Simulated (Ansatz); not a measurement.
What does this script print? It uses the Ansatz DFT code, driven from Python.

Contents of `ch7np2si.xyz`:
```text
12

C    -2.39070    0.74700   -0.30460
N    -1.61110   -0.11070    0.24720
Si    0.11100    0.23590    0.53110
P     1.12370    0.59450   -1.39970
P     1.04310   -1.48470    1.55450
H    -2.02690    1.72130   -0.62020
H    -3.43450    0.49940   -0.46140
H     0.23760    1.43130    1.37800
H     1.07270   -0.80160   -1.79730
H     2.45670    0.50340   -0.83030
H     2.39760   -1.00980    1.33200
H     1.02090   -2.32630    0.37080
```

Script `methods_ch7np2si.py`:
```python
"""CH7NP2Si at several levels of theory."""

from pathlib import Path

import ansatz as az
import numpy as np

ch7np2si = az.Crystal.molecule_from_extxyz("ch7np2si.xyz")

job = ch7np2si.calculation().basis(gaussian="cc-pVDZ")

print("functional    E (Ha)        dipole (D)   HOMO (eV)  LUMO (eV)")
for name in ["cam_b3lyp", "r2scan", "b3lyp", "lc_wpbe"]:
    r = job.functional(name).forces().orbitals().run(runs_dir="runs").report
    lines = Path(r["orbitals_path"]).read_text().splitlines()
    field_of = lambda key: [line.split("=")[1].strip() for line in lines if line.startswith(key)]
    orbitals = [(27.211386 * float(e), s, float(n)) for e, s, n in zip(field_of("Ene="), field_of("Spin="), field_of("Occup="))]
    homo = max(e for e, _, n in orbitals if n > 0.5)
    lumo = min(e for e, _, n in orbitals if n < 0.5)
    dipole = 4.803205 * np.linalg.norm(r["charge_distribution"]["dipole_moment_e_ang"])
    print(f"{name:10s} {r['free_energy_ev'] / 27.211386246:14.6f} {dipole:9.3f} {homo:11.3f} {lumo:10.3f}")
```

Running `python methods_ch7np2si.py` prints:
```text
functional    E (Ha)        dipole (D)   HOMO (eV)  LUMO (eV)
cam_b3lyp    -1069.209053     1.260      -7.789      0.141
r2scan       -1069.117574     1.207      -5.733     -2.072
b3lyp        -1069.307359     1.205      -6.351     -1.321
lc_wpbe      -1068.881457     1.324      -9.143      1.275
```

What to keep in mind:
- Total energies depend on the basis set; only differences at equal settings carry meaning.
- The geometry is a force-field or estimated start, not a minimum of this method, and the basis set is short of its limit. A lower total doesn't mark the better method: functionals have no common bound, and MP2 and coupled cluster aren't variational.
- b3lyp holds the VWN-RPA fit, as in Gaussian; the form of ORCA and Turbomole is b3lyp5.
- Levels such as HOMO and LUMO are orbital energies: with these approximate functionals they aren't the ionisation energy and electron affinity, and their gap isn't the fundamental gap.
- For Al to Cl the sets with a tight d function, cc-pV(X+d)Z, are usual.
- Run time: 27 s on 1 thread of Intel(R) Xeon(R) Platinum 8375C CPU @ 2.90GHz (Ice Lake), on a shared host, peak memory 0.4 GiB.

(Lines on the test bed's own set-up are left out of the output.)
